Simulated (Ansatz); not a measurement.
# SiTe4H: the cost of one run

Method: DFT PBE, scalar-relativistic, plane waves, PAW, in Ansatz 0.2.0.

### Step 1. The starting structure

It takes space group R-3m (No. 166, trigonal). The conventional cell has a = 6.559 Å, b = 6.559 Å, c = 13.333 Å, α = 90.00°, β = 90.00°, γ = 120.00°. Around Si (site symmetry -3m) lie 2 Te at 2.09 Å. Around Te (site symmetry 3m) lie 1 Si at 2.09 Å. Around Te (site symmetry 3m) lie 1 H at 2.01 Å. H (site symmetry -3m) has 2 Te at 2.01 Å as nearest neighbours.

Coordinates:

```xyz
6
Lattice="3.2793 1.8933 4.4443 -3.2793 1.8933 4.4443 0.0000 -3.7866 4.4443" Properties=species:S:1:pos:R:3 pbc="T T T"
Si    0.0000    0.0000    0.0000
Te    0.0000    0.0000   11.2462
Te    0.0000    0.0000    2.0867
Te    0.0000    0.0000    4.6601
Te    0.0000    0.0000    8.6728
H     0.0000    0.0000    6.6665
```

A structure generator made this guess: random cell by space group and Wyckoff sites (R-3m, No. 166). Its size is a rough estimate.

### Step 2. A first look at the guess

input.yaml reads:

```yaml
crystal:
  lattice:
    - [3.27927533, 1.89329049, 4.44430879]
    - [-3.27927533, 1.89329049, 4.44430879]
    - [0.0, -3.78658098, 4.44430879]
  atoms:
    - { symbol: Si, position: [0.0, 0.0, 0.0] }
    - { symbol: Te, position: [0.84349443, 0.84349443, 0.84349443] }
    - { symbol: Te, position: [0.15650557, 0.15650557, 0.15650557] }
    - { symbol: Te, position: [0.34952043, 0.34952043, 0.34952043] }
    - { symbol: Te, position: [0.65047957, 0.65047957, 0.65047957] }
    - { symbol: H, position: [0.5, 0.5, 0.5] }
basis:
  ecutwfc: 420
kpoints:
  mp_grid: { grid: [3, 3, 3] }
hamiltonian:
  xc: pbe
scf:
  occupations: { method: gaussian, width: 0.1 }
  lower_state_search: "off"
output:
  forces: true
  stress: true
  eigenvalues: true
```

Run with:

```console
$ ansatz run input.yaml --threads 1 --pin off --max-ram 2560MiB --backend cpu --events-out ev --progress --plain --runs-dir out
```

Q: Estimate wall time and peak memory on 1 thread of Intel Xeon at 2.70GHz, shared host.

About 4.2 s, with a peak of 0.41 GiB.
